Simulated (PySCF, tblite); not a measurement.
# 1-bromo-3-fluoropropane (C₃H₆BrF): isotopologues and vibrational averages

Aim: rotational constants, zero-point energies and shieldings of isotopologues of 1-bromo-3-fluoropropane (C₃H₆BrF) (`FCCCBr`).

Programs: PySCF 2.14.0 with density-fitted response routines of our own, and tblite 0.8.0. All values are computed, except where a source is named. Atoms count from 0 throughout.

## 1. The starting structure

11 atoms, charge 0, multiplicity 1; geometry from: force field or distance geometry start.

Bonds of the start (Å): C1–C2 1.49, C1–H5 1.13, C1–H6 1.09, C2–C3 1.57, C2–H7 1.09, C2–H8 1.11, C3–Br4 1.93, C3–H10 1.12, C3–H9 1.05, F0–C1 1.35.

## 2. GFN2-xTB relaxation, lowest of a short conformer search

Job settings and geometry (Å):

```
{"job": {"xc": "GFN2-xTB", "basis": "xTB", "kind": "relax"}, "charge": 0, "multiplicity": 1}
F      1.519800     0.617000    -1.127400
C      1.196600    -0.337000    -0.227400
C      0.065500     0.071200     0.651500
C     -1.215200     0.337700    -0.208300
Br    -1.802800    -1.282200    -1.083000
H      2.108400    -0.450500     0.426100
H      0.988900    -1.284700    -0.733900
H     -0.095300    -0.558500     1.522700
H      0.338200     1.079900     1.036400
H     -1.080600     1.137500    -0.874400
H     -2.001900     0.680300     0.513800
```

Launch:

```sh
OMP_NUM_THREADS=1 python ens_run.py task.json out
```

One launch serves the whole session.

The program printed:

```text
step      E/eV     max force
  0    -497.66141    2.915
  1    -497.83288    0.639
  2    -497.85585    0.450
  3    -497.89258    0.311
  4    -497.90001    0.284
  5    -497.90491    0.155
  6    -497.90662    0.137
  7    -497.90850    0.131
  8    -497.91037    0.163
  9    -497.91231    0.111
 10    -497.91373    0.105
 11    -497.91482    0.079
 12    -497.91574    0.093
 13    -497.91662    0.074
 14    -497.91741    0.074
 15    -497.91813    0.065
 16    -497.91894    0.088
 17    -497.92005    0.102
 18    -497.92137    0.097
 19    -497.92260    0.102
 20    -497.92360    0.093
 21    -497.92464    0.102
 22    -497.92607    0.116
 23    -497.92775    0.121
 24    -497.92909    0.092
 25    -497.92992    0.066
 26    -497.93051    0.070
 27    -497.93108    0.076
 28    -497.93152    0.060
 29    -497.93175    0.032
 30    -497.93190    0.028
 31    -497.93207    0.042
 32    -497.93226    0.050
 33    -497.93239    0.031
 34    -497.93244    0.019
 35    -497.93247    0.018
 36    -497.93250    0.020
 37    -497.93254    0.024
 38    -497.93259    0.017
 39    -497.93263    0.020
 40    -497.93269    0.024
 41    -497.93276    0.027
 42    -497.93285    0.028
 43    -497.93292    0.024
 44    -497.93299    0.026
 45    -497.93307    0.030
 46    -497.93316    0.029
 47    -497.93322    0.019
 48    -497.93324    0.012
 49    -497.93325    0.009
 50    -497.93327    0.010
 51    -497.93328    0.011
 52    -497.93329    0.008
 53    -497.93330    0.007
 54    -497.93330    0.006
 55    -497.93331    0.007
 56    -497.93331    0.008
 57    -497.93332    0.007
 58    -497.93332    0.005
 59    -497.93333    0.005
 60    -497.93333    0.007
 61    -497.93333    0.004
```

Run time: 0.26 s. Hardware: 1 thread of Arm Neoverse V1, shared host.

The energy fell by 0.272 eV, and the atoms moved 0.15 Å (root mean square).

## 3. Tight optimisation and Hessian

Job settings and geometry (Å):

```
{"job": {"xc": "B3LYP", "basis": "pcSseg-1", "grid": 2, "temperatures": [100, 200], "kind": "geom"}, "charge": 0, "multiplicity": 1}
F      1.595701     0.729346    -1.042604
C      1.231277    -0.303001    -0.211765
C      0.052754     0.120902     0.654104
C     -1.206885     0.341127    -0.165420
Br    -1.913478    -1.348371    -0.853190
H      2.107523    -0.542277     0.397954
H      0.978026    -1.153162    -0.853711
H     -0.116085    -0.641249     1.416704
H      0.304240     1.061070     1.152272
H     -1.007972     0.968745    -1.033271
H     -2.003405     0.777553     0.435072
```

The program printed:

```text
step   0  E = -75965.2159353 eV  max force = 0.79964
step   1  E = -75965.2465993 eV  max force = 0.33511
step   2  E = -75965.2474498 eV  max force = 0.18642
step   3  E = -75965.2526751 eV  max force = 0.05423
step   4  E = -75965.2533880 eV  max force = 0.08826
step   5  E = -75965.2537764 eV  max force = 0.00866
step   6  E = -75965.2538236 eV  max force = 0.00710
step   7  E = -75965.2538399 eV  max force = 0.00196
step   8  E = -75965.2538401 eV  max force = 0.00096
step   9  E = -75965.2538401 eV  max force = 0.00096
step  10  E = -75965.2538402 eV  max force = 0.00078
harmonic wavenumbers (cm-1): 65.4 168.2 210.7 358.9 485.5 570.0 781.1 877.4 924.9 1045.7 1052.2 1094.3 1167.7 1229.0 1280.7 1311.2 1389.1 1418.8 1451.1 1474.4 1503.7 3012.9 3043.2 3066.0 3097.8 3100.0 3164.1
```

Wall time 14 min (1 thread of Arm Neoverse V1, shared host); peak memory 0.74 GiB.

## 4. Displacements along the modes, parent

Job settings and geometry (Å):

```
{"job": {"xc": "B3LYP", "basis": "pcSseg-1", "grid": 2, "temperatures": [100, 200], "kind": "vib", "mass_numbers": [19, 12, 12, 12, 79, 1, 1, 1, 1, 1, 1]}, "charge": 0, "multiplicity": 1}
F      1.543444     0.689651    -1.131344
C      1.250558    -0.315846    -0.201150
C      0.059573     0.104973     0.636550
C     -1.210869     0.356310    -0.157571
Br    -1.958537    -1.302487    -0.943049
H      2.139748    -0.458101     0.423154
H      1.047295    -1.234372    -0.762293
H     -0.118538    -0.649732     1.412645
H      0.313009     1.042058     1.153450
H     -1.035139     1.022634    -1.001887
H     -2.008847     0.755594     0.467641
```

The program printed:

```text
mode    cm-1    km/mol   phi_rrr   E(+)/cm-1  E(-)/cm-1
  1     65.37     2.58      -8.5      13.14      12.95
  2    168.22     8.35       0.4      31.71      31.35
  3    210.66     3.63     -34.4      35.98      40.64
  4    358.93     3.20      -6.2      64.68      65.77
  5    485.46     4.81     -24.6      87.12      88.23
  6    570.05    16.24      87.1     105.90      99.67
  7    781.09     5.50      14.4     141.28     141.19
  8    877.40     8.13     133.0     162.89     153.31
  9    924.90    27.33     -46.8     165.04     168.64
 10   1045.66    68.47    -181.9     182.26     194.81
 11   1052.20     3.05      24.4     190.82     188.50
 12   1094.26    15.55      25.2     198.03     196.12
 13   1167.72     7.46     -18.0     209.71     211.39
 14   1229.01    10.40     -19.0     220.79     222.35
 15   1280.73    19.13      10.2     231.40     230.41
 16   1311.17    20.31     -39.0     234.64     237.81
 17   1389.10     2.31       9.9     250.14     250.57
 18   1418.77    10.03      40.1     256.67     254.83
 19   1451.12    11.99      80.4     264.27     258.51
 20   1474.36     6.25     -99.7     261.83     269.28
 21   1503.70     4.96    -105.5     266.63     275.02
 22   3012.92    10.43    1531.4     601.13     491.16
 23   3043.20    22.88    1212.3     593.63     506.74
 24   3066.02    14.01   -1225.9     511.51     599.45
 25   3097.76    22.77    -346.8     547.97     572.81
 26   3100.01    11.05   -1230.0     516.32     604.55
 27   3164.14     0.83     110.2     576.28     568.84
```

Run time: 15 min. Hardware: 1 thread of Arm Neoverse V1, shared host; peak memory 0.84 GiB.

## 5. Displacements along the modes, 2H at atom 10

The job, as its differences from that of step 4:

```diff
@@ -1,2 +1,2 @@
-{"job": {"xc": "B3LYP", "basis": "pcSseg-1", "grid": 2, "temperatures": [100, 200], "kind": "vib", "mass_numbers": [19, 12, 12, 12, 79, 1, 1, 1, 1, 1, 1]}, "charge": 0, "multiplicity": 1}
+{"job": {"xc": "B3LYP", "basis": "pcSseg-1", "grid": 2, "temperatures": [100, 200], "kind": "vib", "mass_numbers": [19, 12, 12, 12, 79, 1, 1, 1, 1, 1, 2]}, "charge": 0, "multiplicity": 1}
 F      1.543444     0.689651    -1.131344
```

The program printed:

```text
mode    cm-1    km/mol   phi_rrr   E(+)/cm-1  E(-)/cm-1
  1     64.94     2.57      -8.4      13.02      12.95
  2    165.87     8.30      -6.7      30.59      31.45
  3    202.90     3.36     -31.2      34.74      38.92
  4    357.68     2.95       4.9      65.48      64.53
  5    475.88     4.58     -26.0      85.24      86.58
  6    560.11    14.94      88.8     104.11      97.87
  7    707.98     3.55     -15.6     127.70     128.18
  8    810.09     1.01     -54.5     144.07     148.23
  9    873.88    17.26      13.2     157.93     157.14
 10    925.22    20.07     -72.0     164.24     169.21
 11   1046.07    65.77     151.5     193.83     183.28
 12   1092.72    15.72      -7.6     196.54     197.07
 13   1102.58    13.84      30.6     199.95     197.13
 14   1196.76    22.72      14.9     216.46     215.44
 15   1255.77     5.14      -2.5     226.17     226.67
 16   1293.50    15.88      44.1     234.77     231.30
 17   1325.74     7.57      -1.2     238.89     239.00
 18   1393.17     0.93      17.0     251.20     250.90
 19   1416.66    10.99     -38.1     254.63     256.25
 20   1451.23    11.51      81.4     264.34     258.48
 21   1503.65     4.96     105.6     275.02     266.62
 22   2300.31     3.42   -1238.1     372.63     461.66
 23   3013.19    11.12    1534.8     601.31     491.09
 24   3043.22    22.54    1214.5     593.72     506.67
 25   3066.12    14.70   -1226.3     511.55     599.52
 26   3097.86    25.03     353.8     573.30     547.92
 27   3135.54     2.78    1935.7     639.22     500.80
```

It took 16 min on 1 thread of Arm Neoverse V1, shared host; peak memory 0.71 GiB.

## 6. Vibrational averages by isotopologue

Job settings and geometry (Å):

```
{"job": {"xc": "B3LYP", "basis": "pcSseg-1", "grid": 2, "temperatures": [100, 200], "kind": "iso"}, "charge": 0, "multiplicity": 1}
F      1.543444     0.689651    -1.131344
C      1.250558    -0.315846    -0.201150
C      0.059573     0.104973     0.636550
C     -1.210869     0.356310    -0.157571
Br    -1.958537    -1.302487    -0.943049
H      2.139748    -0.458101     0.423154
H      1.047295    -1.234372    -0.762293
H     -0.118538    -0.649732     1.412645
H      0.313009     1.042058     1.153450
H     -1.035139     1.022634    -1.001887
H     -2.008847     0.755594     0.467641
```

The program printed:

```text
parent
  Be/MHz 7100.417 1321.558 1252.606
  B0/MHz 7123.262 1300.298 1234.087
  ZPE/cm-1 19172.0
  <sigma>(0 K)/ppm 402.008 90.783 135.573 130.468 2231.413 26.328 25.881 29.279 28.555 27.033 27.305
2H at atom 10
  Be/MHz 6690.18 1318.695 1241.421
  B0/MHz 6711.457 1297.418 1223.038
  ZPE/cm-1 18439.3
  <sigma>(0 K)/ppm 402.025 90.787 135.680 130.831 2235.247 26.326 25.883 29.288 28.562 27.050 27.436
```

It took 45 min on 1 thread of Arm Neoverse V1, shared host; peak memory 0.84 GiB. This counts the whole study up to here.

Rotational constants (MHz) at equilibrium and in the ground state:

```csv
isotopologue,Be,B0,zero-point change (cm⁻¹)
parent,"7100.4, 1321.6, 1252.6","7123.3, 1300.3, 1234.1",0.0
2H at atom 10,"6690.2, 1318.7, 1241.4","6711.5, 1297.4, 1223.0",-732.6
```

Shieldings of the first species (ppm): at equilibrium, the vibrational parts at 0 K, and the averages:

```csv
atom,equilibrium,anharmonic,harmonic,0 K,100 K,200 K
F0,416.51,-2.17,-12.33,402.01,401.61,400.67
C1,95.63,-1.26,-3.59,90.78,90.68,90.48
C2,141.43,-1.68,-4.18,135.57,135.52,135.39
C3,135.12,-2.14,-2.52,130.47,130.35,130.11
Br4,2293.87,-19.66,-42.80,2231.41,2228.43,2221.59
H5,26.96,-0.12,-0.51,26.33,26.33,26.32
H6,26.52,-0.11,-0.53,25.88,25.89,25.89
H7,30.05,-0.19,-0.59,29.28,29.27,29.24
H8,29.32,-0.18,-0.59,28.55,28.55,28.54
H9,27.69,-0.14,-0.52,27.03,27.04,27.04
H10,27.98,-0.15,-0.52,27.30,27.30,27.29
```

Isotope effects on the shieldings at 0 K (ppb; positive means more shielded):

```csv
atom,2H at atom 10
F0,16
C1,4
C2,107
C3,362
Br4,3834
H5,-2
H6,1
H7,8
H8,7
H9,17
H10,131
```

## 7. Results

```
                   quantity                       value
                point group                          C1
    B0 of the first species  7123.3, 1300.3, 1234.1 MHz
          zero-point energy                  19172 cm⁻¹
zero-point change of σ(Br4)                  -62.46 ppm
```

**Reading.** Zero-point motion changes the shielding of Br4 most, by -62.46 ppm. The largest secondary isotope effect is 3834 ppb on Br4, 2 bonds from the change (2H at atom 10). The job flags a low mode; perturbation theory is less sure for low modes. Internal rotors are held in one well. Spin-orbit coupling is left out, which matters at and beside the heavy atoms.
